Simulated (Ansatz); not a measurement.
# Si₂Ge₂H₁₀: how energies converge with the basis set

Aim: see how fast density functionals converge with the basis set for Si₂Ge₂H₁₀.

Program: Ansatz 0.2.0, Gaussian basis. Level of theory: one geometry, several basis sets. These are calculated values, not measurements.

Plan: PBE0-D4/def2-SVP; ωB97M-V/def2-SVP; PBE0-D4/def2-QZVPP; ωB97M-V/def2-QZVPP; the functionals' def2-TZVPP values are taken from earlier runs.

### 1 Structure used throughout

The geometry comes from an earlier relaxation with PBE0-D4 in a triple-zeta def2 set; it is a stationary point, not always the lowest conformer.

SMILES `[SiH3][SiH2][GeH2][GeH3]`, 14 atoms, charge 0, spin multiplicity 1.

Atoms are counted from 1 here; the program's logs count them from 0.

Bond lengths: Si1–Si2 2.337 Å, Si1–H5 1.488 Å, Si1–H6 1.488 Å, Si1–H7 1.488 Å, Si2–Ge3 2.380 Å, Si2–H8 1.490 Å, Si2–H9 1.490 Å, Ge3–Ge4 2.424 Å, Ge3–H10 1.540 Å, Ge3–H11 1.541 Å, Ge4–H12 1.538 Å, Ge4–H13 1.538 Å, Ge4–H14 1.537 Å. Angles: Si2–Si1–H5 109.4°, Si2–Si1–H6 111.5°, Si2–Si1–H7 109.8°, H5–Si1–H6 108.8°, H5–Si1–H7 108.5°, H6–Si1–H7 108.8°, Si1–Si2–Ge3 109.5°, Si1–Si2–H8 109.5°, Si1–Si2–H9 110.3°, Ge3–Si2–H8 108.7°, Ge3–Si2–H9 110.5°, H8–Si2–H9 108.3°, Si2–Ge3–Ge4 110.2°, Si2–Ge3–H10 110.7°, Si2–Ge3–H11 109.6°, Ge4–Ge3–H10 109.6°, Ge4–Ge3–H11 108.9°, H10–Ge3–H11 107.8° and more.

### 2 PBE0-D4 in def2-SVP

in.yaml reads:

```yaml
crystal:
  periodic: [false, false, false]
  atoms:
    - {symbol: Si, position_ang: [-1.361426, 1.883957, -0.518642]}
    - {symbol: Si, position_ang: [-0.258679, 0.974973, 1.330296]}
    - {symbol: Ge, position_ang: [1.431856, -0.527120, 0.587399]}
    - {symbol: Ge, position_ang: [0.477219, -2.194847, -0.889983]}
    - {symbol: H, position_ang: [-2.011718, 0.791773, -1.292053]}
    - {symbol: H, position_ang: [-2.402354, 2.862867, -0.105048]}
    - {symbol: H, position_ang: [-0.382070, 2.570697, -1.403318]}
    - {symbol: H, position_ang: [-1.232361, 0.222255, 2.169565]}
    - {symbol: H, position_ang: [0.336216, 2.057994, 2.162171]}
    - {symbol: H, position_ang: [2.106743, -1.223943, 1.784076]}
    - {symbol: H, position_ang: [2.517849, 0.253778, -0.176871]}
    - {symbol: H, position_ang: [-0.677702, -2.925010, -0.184591]}
    - {symbol: H, position_ang: [-0.076231, -1.516106, -2.153840]}
    - {symbol: H, position_ang: [1.532668, -3.231257, -1.309162]}
basis:
  gaussian: {orbitals: def2-SVP}
hamiltonian: {xc: pbe0, dispersion: d4}
output: {orbitals: {seedname: orbitals}}
```

Command:

```console
> ansatz run in.yaml --threads 4 --pin off --events-out ev --progress --plain --max-ram 11315MiB
```

After this run come: ωB97M-V in def2-SVP; PBE0-D4 in def2-QZVPP; ωB97M-V in def2-QZVPP.

Before running them: what should the planned runs give, taken together? Wanted: PBE0-D4: double and triple zeta above quadruple; ωB97M-V: double and triple zeta above quadruple.

**Answer**, as computed:

```
                                       quantity           value
PBE0-D4: double and triple zeta above quadruple  22.79, 2.98 eV
ωB97M-V: double and triple zeta above quadruple  22.77, 2.89 eV
```

What this shows: For PBE0-D4 the step from double to triple zeta gains 19.81 eV and the next only 2.98 eV. Total energies overstate the basis error of differences, where much of it tends to cancel. The LUMO of ωB97M-V is positive and keeps falling with the basis (1.77 to 1.10 eV): an unbound level that the basis holds in place.
